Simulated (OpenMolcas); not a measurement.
# One shape, several levels: C3H8Si (SMILES CC(C)[SiH])

We compute a comparison of 6 runs (HF/6-31G*, BLYP/6-31G*, M06-2X/6-31G*, TPSS/6-31G*, B3LYP/6-31G*, MP2/6-31G*) of C3H8Si. 

The results are computed with OpenMolcas 26.06.

1 further run of the same task is left out (set aside as unsound or not needed).

### 1 The system as given

C3H8Si: 12 atoms, total charge 0, spin state singlet. SMILES: `CC(C)[SiH]`. The shape is that of a PBE0-D4/def2-TZVP optimisation. This is one conformer, not always the lowest.

Bond lengths: C1–C2 1.513 Å, C2–C3 1.532 Å, C2–Si4 1.900 Å, C1–H5 1.093 Å, C1–H6 1.093 Å, C1–H7 1.096 Å, C2–H8 1.091 Å, C3–H9 1.089 Å, C3–H10 1.146 Å, C3–H11 1.090 Å, Si4–H12 1.529 Å. Some angles: C1–C2–C3 114.4°, C1–C2–Si4 122.7°, C3–C2–Si4 84.0°, C1–C2–H8 111.2°, C3–C2–H8 110.2°, Si4–C2–H8 111.4°, C2–C1–H5 111.1°, C2–C1–H6 110.7°, C2–C1–H7 112.0°, C2–C3–H9 112.0°.

### 2 Energy and gradient at HF/6-31G(d) (spherical functions) (run 1)

The input, job.inp:

```
* C3H8Si Hartree-Fock

&GATEWAY
  BasLib = $CurrDir
  Coord
  12
  angstrom
  C       -0.253100       0.907000      -1.062800
  C        0.097600      -0.436300      -0.460200
  C        0.789900      -0.357500       0.904100
  Si      -1.169000      -1.505700       0.467600
  H       -0.840100       0.787500      -1.976500
  H       -0.850600       1.498900      -0.364400
  H        0.640200       1.486400      -1.322400
  H        0.694200      -1.034400      -1.150400
  H        0.750400       0.645900       1.325000
  H        0.284700      -1.010900       1.698600
  H        1.807500      -0.747500       0.908500
  H       -1.874800      -0.288600       1.067000
  Basis = 6-31Gs
  Group = NoSym

&SEWARD

&SCF
  Thresholds = 1e-10 1e-07 1e-07 1e-05
  PrOrbitals = 1 1

&ALASKA
```

The basis set 6-31G* is read from a file made from the Basis Set Exchange's data (not shown).

The run is started by

```sh
export MOLCAS_MEM=1860
pymolcas job.inp > job.log
```

Standard output:

```text
--- Start Module: gateway ---
[...]
--- Stop Module: gateway /rc=_RC_ALL_IS_WELL_ ---
[...]
      Basis functions           76
[...]
--- Start Module: scf ---
[...]
       Convergence after  13 Iterations
[...]
::    Total SCF energy                               -407.0958966044
[...]
      Total spin, S                                     0.0000000000
[...]
      Total electronic charge=   40.000000
      Total            charge=   -0.000000
[...]
      Dipole Moment (debye):
      Origin of the operator (angstrom)=   -0.3398   -0.5472    0.0811
                   X=  1.3589E+00               Y=  1.2402E+00               Z= -2.5441E-01           Total=  1.8573E+00
      Quadrupole Moment (debye*angstrom):
[...]
 *              Molecular gradients               *
 **************************************************
  Irreducible representation: a
 ------------------------------------------------------------------------------------------
                              X                       Y                       Z
 ------------------------------------------------------------------------------------------
  C1                3.10945309554286E-03   -9.79005211901196E-03    3.67400981287558E-03
  C2               -7.32525665902983E-04    1.29158952281165E-02    2.72246359742301E-03
  C3               -1.11789286211819E-02   -1.12406367310069E-03   -1.44581585735346E-02
  SI4               1.39283086877438E-02   -2.33086178721109E-03    3.54779007202355E-03
  H5               -2.82210490448764E-03   -4.83440451217593E-04   -3.86478405887747E-03
  H6               -3.33286400307697E-03    1.97650850408326E-03    4.26072581855830E-03
  H7                4.25445067691177E-03    2.69406889238688E-03   -1.39359434622088E-03
  H8                1.97804899728382E-03   -4.03431739972859E-03   -3.37983424667687E-03
[...]
```

Run time: 6.6 s. Hardware: 1 thread of Intel Xeon Platinum 8375C at 2.90GHz (Ice Lake), shared host; peak memory 0.43 GiB.

### 3 Energy and gradient at BLYP/6-31G(d) (spherical functions) (run 2)

The input, struct.xyz:

```xyz
12

C     -0.253100     0.907000    -1.062800
C      0.097600    -0.436300    -0.460200
C      0.789900    -0.357500     0.904100
Si    -1.169000    -1.505700     0.467600
H     -0.840100     0.787500    -1.976500
H     -0.850600     1.498900    -0.364400
H      0.640200     1.486400    -1.322400
H      0.694200    -1.034400    -1.150400
H      0.750400     0.645900     1.325000
H      0.284700    -1.010900     1.698600
H      1.807500    -0.747500     0.908500
H     -1.874800    -0.288600     1.067000
```

The input, mol.inp:

```
>>> EXPORT MOLCAS_PRINT=2

&GATEWAY
  BASLIB=$CurrDir
  COORD=struct.xyz
  BASIS=6-31Gs
  GROUP=NoSym

&SEWARD
  GRIDINPUT
  Grid=UltraFine
  End of Grid

&SCF
  KSDFT=BLYP
  THRESHOLDS=1e-10 1e-07 1e-07 1e-05
  PRORBITALS=1 1

&ALASKA
```

The basis set 6-31G* is read from a file made from the Basis Set Exchange's data (not shown).

The run is started by

```sh
export MOLCAS_MEM=1860
pymolcas mol.inp > mol.log
```

Standard output:

```text
--- Start Module: gateway ---
[...]
--- Stop Module: gateway /rc=_RC_ALL_IS_WELL_ ---
[...]
      Basis functions           76
[...]
--- Start Module: scf ---
[...]
       Convergence after  15 Iterations
[...]
::    Total KS-DFT energy                            -408.4443141792
[...]
      Total spin, S                                     0.0000000000
[...]
      Total electronic charge=   40.000000
      Total            charge=   -0.000000
[...]
      Dipole Moment (debye):
      Origin of the operator (angstrom)=   -0.3398   -0.5472    0.0811
                   X=  1.5143E+00               Y=  1.2823E+00               Z= -2.2066E-01           Total=  1.9965E+00
      Quadrupole Moment (debye*angstrom):
[...]
 *              Molecular gradients               *
 **************************************************
  Irreducible representation: a
 ------------------------------------------------------------------------------------------
                              X                       Y                       Z
 ------------------------------------------------------------------------------------------
  C1                9.38645515123515E-04   -4.10931409090143E-03    2.27821307266662E-03
  C2               -1.39093649508659E-03    2.49998808151669E-03    4.26743049714418E-03
  C3               -4.80389642897627E-03   -1.30333745509392E-03   -5.43586013673947E-03
  SI4               1.13296259129552E-02    1.31253231615975E-02   -1.86846895339388E-03
  H5                3.81030733550425E-03    2.74744021237849E-04    6.18737541591230E-03
  H6                3.53782837506644E-03   -4.38091351723635E-03   -3.64662141618766E-03
  H7               -5.49303360660991E-03   -4.42981283947930E-03    2.12055283244506E-03
  H8               -3.75619972855779E-03    3.48846871041442E-03    4.56509589280651E-03
[...]
```

It took 44 s on 1 thread of Intel Xeon Platinum 8375C at 2.90GHz (Ice Lake), shared host; peak memory 0.43 GiB.

### 4 Energy and forces at M06-2X/6-31G(d) (spherical functions) (run 3)

The input, mol.inp:

```
&GATEWAY
 BasLib = $CurrDir
 Coord
 12
 angstrom
 C       -0.253100       0.907000      -1.062800
 C        0.097600      -0.436300      -0.460200
 C        0.789900      -0.357500       0.904100
 Si      -1.169000      -1.505700       0.467600
 H       -0.840100       0.787500      -1.976500
 H       -0.850600       1.498900      -0.364400
 H        0.640200       1.486400      -1.322400
 H        0.694200      -1.034400      -1.150400
 H        0.750400       0.645900       1.325000
 H        0.284700      -1.010900       1.698600
 H        1.807500      -0.747500       0.908500
 H       -1.874800      -0.288600       1.067000
 Basis = 6-31Gs
 Group = NoSym

&SEWARD
 GridInput
 Grid=UltraFine
 End of Grid

&SCF
 KSDFT = M062X
 Thresholds = 1e-10 1e-07 1e-07 1e-05
 PrOrbitals = 0

&ALASKA
```

The basis set 6-31G* is read from a file made from the Basis Set Exchange's data (not shown).

The run is started by

```sh
export MOLCAS_MEM=1860
pymolcas mol.inp > mol.log
```

Standard output:

```text
--- Start Module: gateway ---
[...]
--- Stop Module: gateway /rc=_RC_ALL_IS_WELL_ ---
[...]
      Basis functions           76
[...]
--- Start Module: scf ---
[...]
       Convergence after  13 Iterations
[...]
::    Total KS-DFT energy                            -408.4443112926
[...]
      Total spin, S                                     0.0000000000
[...]
      Total electronic charge=   40.000000
      Total            charge=   -0.000000
[...]
      Dipole Moment (debye):
      Origin of the operator (angstrom)=   -0.3398   -0.5472    0.0811
                   X=  1.3989E+00               Y=  1.1807E+00               Z= -2.0001E-01           Total=  1.8415E+00
      Quadrupole Moment (debye*angstrom):
[...]
 *              Molecular gradients               *
 **************************************************
  Irreducible representation: a
 ------------------------------------------------------------------------------------------
                              X                       Y                       Z
 ------------------------------------------------------------------------------------------
  C1                3.69622734601116E-04   -3.35531794576305E-03    1.28983643685476E-03
  C2               -3.40041075753472E-04    3.13781592056550E-03    2.75395984121429E-03
  C3               -1.42155157391421E-03    1.00571331676202E-03   -4.30122551492085E-03
  SI4               4.64666673534353E-03    2.07818705768936E-03   -1.41773351275143E-03
  H5                6.07779521427432E-04    2.93612334922144E-04    8.63779777590779E-04
  H6                5.75979664907411E-04   -7.22783249964998E-04   -9.54073060579042E-04
  H7               -7.68425437608133E-04   -5.93433859969350E-04    5.42285207594251E-05
  H8               -7.88402118187648E-04    2.10207633024595E-04    3.57815067356437E-04
[...]
```

Run time: 53 s. Hardware: 1 thread of Intel Xeon Platinum 8375C at 2.90GHz (Ice Lake), shared host; peak memory 0.43 GiB.

Runs 4 to 5 aren't shown in full; the table further down has their settings and results.

### 5 The energy at MP2/6-31G(d) (spherical functions) (run 6)

The input, calc.input:

```
* C3H8Si MP2
>>> EXPORT MOLCAS_PRINT=2

&GATEWAY
  BasLib
  $CurrDir
  Coord
  12
  angstrom
  C       -0.253100       0.907000      -1.062800
  C        0.097600      -0.436300      -0.460200
  C        0.789900      -0.357500       0.904100
  Si      -1.169000      -1.505700       0.467600
  H       -0.840100       0.787500      -1.976500
  H       -0.850600       1.498900      -0.364400
  H        0.640200       1.486400      -1.322400
  H        0.694200      -1.034400      -1.150400
  H        0.750400       0.645900       1.325000
  H        0.284700      -1.010900       1.698600
  H        1.807500      -0.747500       0.908500
  H       -1.874800      -0.288600       1.067000
  Basis
  6-31Gs
  Group
  NoSym

&SEWARD

&SCF
  Thresholds
  1e-10 1e-07 1e-07 1e-05
  PrOrbitals
  1 2

&MBPT2
  Frozen
  8
```

The basis set 6-31G* is read from a file made from the Basis Set Exchange's data (not shown).

The run is started by

```sh
export MOLCAS_MEM=1860
pymolcas calc.input > calc.log
```

Standard output:

```text
--- Start Module: gateway ---
[...]
--- Stop Module: gateway /rc=_RC_ALL_IS_WELL_ ---
[...]
      Basis functions           76
[...]
--- Start Module: scf ---
[...]
       Convergence after  13 Iterations
[...]
::    Total SCF energy                               -407.0958966044
[...]
      Total spin, S                                     0.0000000000
[...]
      Total electronic charge=   40.000000
      Total            charge=   -0.000000
[...]
      Dipole Moment (debye):
      Origin of the operator (angstrom)=   -0.3398   -0.5472    0.0811
                   X=  1.3589E+00               Y=  1.2402E+00               Z= -2.5441E-01           Total=  1.8573E+00
      Quadrupole Moment (debye*angstrom):
[...]
--- Stop Module: scf /rc=_RC_ALL_IS_WELL_ ---
[...]
--- Start Module: mbpt2 ---
[...]
WARNING!
Default frozen orbitals as non valence orbitals is overwritten by user input.
Default values:   5
[...]
       Reference weight ( Cref**2 )         =        0.84898
::    Total MBPT2 energy                             -407.5659654146
[...]
      Total MBPT2 calculations                           0.16      0.19
--- Stop Module: mbpt2 /rc=_RC_ALL_IS_WELL_ ---
[...]
```

Wall time 4.8 s (1 thread of Intel Xeon Platinum 8375C at 2.90GHz (Ice Lake), shared host); peak memory 0.43 GiB.

### 6 All runs side by side

| run | level | integration grid | Cartesian functions | energy (Eh) | dipole moment (D) of the reference | HOMO energy (eV) | LUMO energy (eV) | wall time |
| --- | --- | --- | --- | --- | --- | --- | --- | --- |
| 1 | HF/6-31G* (spherical functions) | – | no | -407.095897 | 1.86 | -8.39 | 1.98 | 6.6 s |
| 2 | BLYP/6-31G* (spherical functions) | UltraFine | no | -408.444314 | 2.00 | -4.78 | -1.90 | 44 s |
| 3 | M06-2X/6-31G* (spherical functions) | UltraFine | no | -408.444311 | 1.84 | -6.98 | -0.40 | 53 s |
| 4 | TPSS/6-31G* (spherical functions) | UltraFine | no | -408.581787 | 2.11 | -5.08 | -1.99 | 59 s |
| 5 | B3LYP/6-31G* (Cartesian functions) | UltraFine | yes | -408.560951 | 1.93 | -5.79 | -1.39 | 44 s |
| 6 | MP2/6-31G* (spherical functions) | – | no | -407.565965 | 1.86 | -8.39 | 1.98 | 4.8 s |

### 7 Summary of results

```
                                          quantity          value
                               run 6: total energy  -407.56597 Eh
         run 6: dipole moment (mean-field density)         1.86 D
        run 6: HOMO energy (Hartree–Fock orbitals)       -8.39 eV
        run 6: LUMO energy (Hartree–Fock orbitals)        1.98 eV
      run 6: HOMO–LUMO gap (Hartree–Fock orbitals)       10.37 eV
run 6: correlation energy (8 core orbitals frozen)     -470.1 mEh
```

**Reading.** Over runs 1, 2, 3, 4, 5 the dipole moment (its size) runs from 1.84 D (M06-2X/6-31G*) to 2.11 D (TPSS/6-31G*). Over runs 1, 2, 3, 4, 5 the HOMO–LUMO gap runs from 2.88 eV (BLYP/6-31G*) to 10.37 eV (HF/6-31G*). Exact exchange widens orbital gaps. Totals of different functionals can't be ranked against each other. All runs together took 3.5 min, the longest 59 s.
